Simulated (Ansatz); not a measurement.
The system is ZnGaP.

```
Zn Ga P
1.0
     4.01594    0.00000    0.00000
    -2.00797    3.47791    0.00000
     0.00000    0.00000    4.40420
Zn Ga P
1 1 1
Direct
  0.00000 0.00000 0.50000
  0.66667 0.33333 0.00000
  0.33333 0.66667 0.50000
```

The cell was built by a generator and needn't be a form met in nature.

- Program: Ansatz 0.2.0
- Task: relaxation of cell and atoms
- Functional: PBEsol
- Potentials or basis: Ansatz PAW
- Cutoff: 420 eV (not typed: the program's choice for these potentials)
- k mesh: 8 × 8 × 6
- Occupations: fermi-dirac, width 0.05 eV
- Spin: no spin polarisation

At the start: volume 20.50 Å³/atom.

Question: How do energy, volume and symmetry change on relaxing?

Answer: It ends after 6 steps and the volume is 19.01 Å³/atom (-7.3 %); space group P-6m2 (No. 187, to 0.05 Å).

Step by step:
```tsv
step	energy change (eV)	largest force (eV/Å)	volume (Å³)
1	0.0000	0.0000	61.51
2	-0.0383	0.0000	58.81
3	-0.0464	0.0000	56.71
4	-0.0466	0.0000	57.03
5	-0.0466	0.0000	57.04
6	-0.0454	0.0000	57.04
```

Final structure:
```xyz
3
Lattice="3.9564 0.0000 0.0000 -1.9782 3.4264 0.0000 0.0000 0.0000 4.2078" Properties=species:S:1:pos:R:3 pbc="T T T"
Zn    0.0000    0.0000    2.1039
Ga    1.9782    1.1421    0.0000
P     0.0000    2.2843    2.1039
```

Caveat: the plane-wave basis is chosen anew once the cell has moved, so the energies of steps on either side of that aren't comparable; the PAW data sets come from PBE, with cores solved anew for the run's functional, which leaves a small shift of forces and pressure.
